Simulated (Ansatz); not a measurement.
# SnO: the cost of one run

Computed with Ansatz 0.2.0 (reference: DFT, HSE06, plane waves, PAW, unless a step's input says otherwise).

3 further runs of the same task are left out: 3 that didn't finish.

## (1) Starting point

Symmetry: P6_3/mmc, No. 194, hexagonal system. The conventional cell has a = 4.125 Å, b = 4.125 Å, c = 5.185 Å, α = 90.00°, β = 90.00°, γ = 120.00°. Sn (site symmetry -6m2) has 5 O at 2.38 to 2.59 Å as nearest neighbours. Around O (site symmetry -6m2) lie 5 Sn at 2.38 to 2.59 Å.

As a file:

```
Sn O
1.0
     4.12550    0.00000    0.00000
    -2.06275    3.57279    0.00000
     0.00000    0.00000    5.18540
Sn O
2 2
Direct
  0.33333 0.66667 0.25000
  0.66667 0.33333 0.75000
  0.66667 0.33333 0.25000
  0.33333 0.66667 0.75000
```

## (2) The reference run

File input.yaml:

```yaml
crystal:
  lattice:
    - [4.125499313, 0.0, 0.0]
    - [-2.0627496565, 3.5727872084, 0.0]
    - [0.0, 0.0, 5.1854029691]
  atoms:
    - { symbol: Sn, position: [0.3333333333, 0.6666666667, 0.25] }
    - { symbol: Sn, position: [0.6666666667, 0.3333333333, 0.75] }
    - { symbol: O, position: [0.6666666667, 0.3333333333, 0.25] }
    - { symbol: O, position: [0.3333333333, 0.6666666667, 0.75] }
kpoints:
  mp_grid: { grid: [6, 6, 2] }
hamiltonian:
  xc: hse06
scf:
  occupations: { method: fixed }
  n_extra_bands: 5
output:
  forces: true
  stress: true
  eigenvalues: true
```

Launch:

```
$ ansatz run input.yaml --threads 4 --pin off --max-ram 3686MiB --backend cpu --events-out ev --progress --plain --runs-dir out
```

What time and memory should one allow on 4 threads of an x86-64 CPU, shared host?

About 38 s, with a peak of 1.3 GiB.
